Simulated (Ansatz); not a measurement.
# TiH (quartet): the correlation ladder at distance Ti1–H2 = 5.850 Å, def2-TZVPP

One table from this session's results is given with a row withheld; the runs are named, their logs left out.

Method: def2-TZVPP, core rule «outside noble gas», up to 9 orbitals frozen; program: Ansatz 0.2.0, Gaussian basis.

To be run: UHF; CCSD(T) on ROHF; CCSD(T) on UHF.

22 further runs of the same task are left out: 16 for a known fault of the program, 6 that didn't finish.

**The geometry**

The geometry derives from a PBE0/def2-TZVP stationary point (not a proven minimum). One bond is set to the value named and the two fragments are kept rigid.

2 atoms, charge 0, spin multiplicity 4.

Atoms are counted from 1 here; the program's logs count them from 0.

No contacts short enough for the rule that draws bonds.

The first run:

File in.yaml:

```yaml
crystal:
  periodic: [false, false, false]
  atoms:
    - {symbol: Ti, position_ang: [0.000000, 0.000000, 0.000000]}
    - {symbol: H, position_ang: [0.000000, 0.000000, 5.850000]}
basis:
  gaussian: {orbitals: def2-TZVPP}
magnetization: {spin_polarized: true, initial_magnetization: 3}
hamiltonian: {xc: hf}
output: {orbitals: {seedname: orbitals}}
```

Command:

```sh
$ ansatz run in.yaml --threads 1 --pin off --events-out ev --progress --plain --max-ram 4096MiB --backend cpu
```

Steps of the session up to this table: UHF; CCSD(T) on ROHF; CCSD(T) on UHF.

One table of the session follows, with a row left open; its other results are not shown here.

It belongs to the step «Misses and costs». 

| method | from RCCSD(T) (kcal/mol) |
| --- | --- |
| ROHF | ? |
| UHF | +31.22 |
| RMP2 | +9.10 |
| UMP2 | +6.54 |
| RCCSD | +1.14 |
| UCCSD | -1.44 |
| RCCSD(T) | 0 |
| UCCSD(T) | -2.55 |

Q: Estimate the row for ROHF from the others.

The run gave: from RCCSD(T) (kcal/mol): +34.33. In the column «from RCCSD(T) (kcal/mol)» it is the highest.

To keep in mind: Restricted and unrestricted rows rest on different reference determinants; where their highest levels disagree by more than a few hundredths of an eV, they describe different states and don't form one ladder.
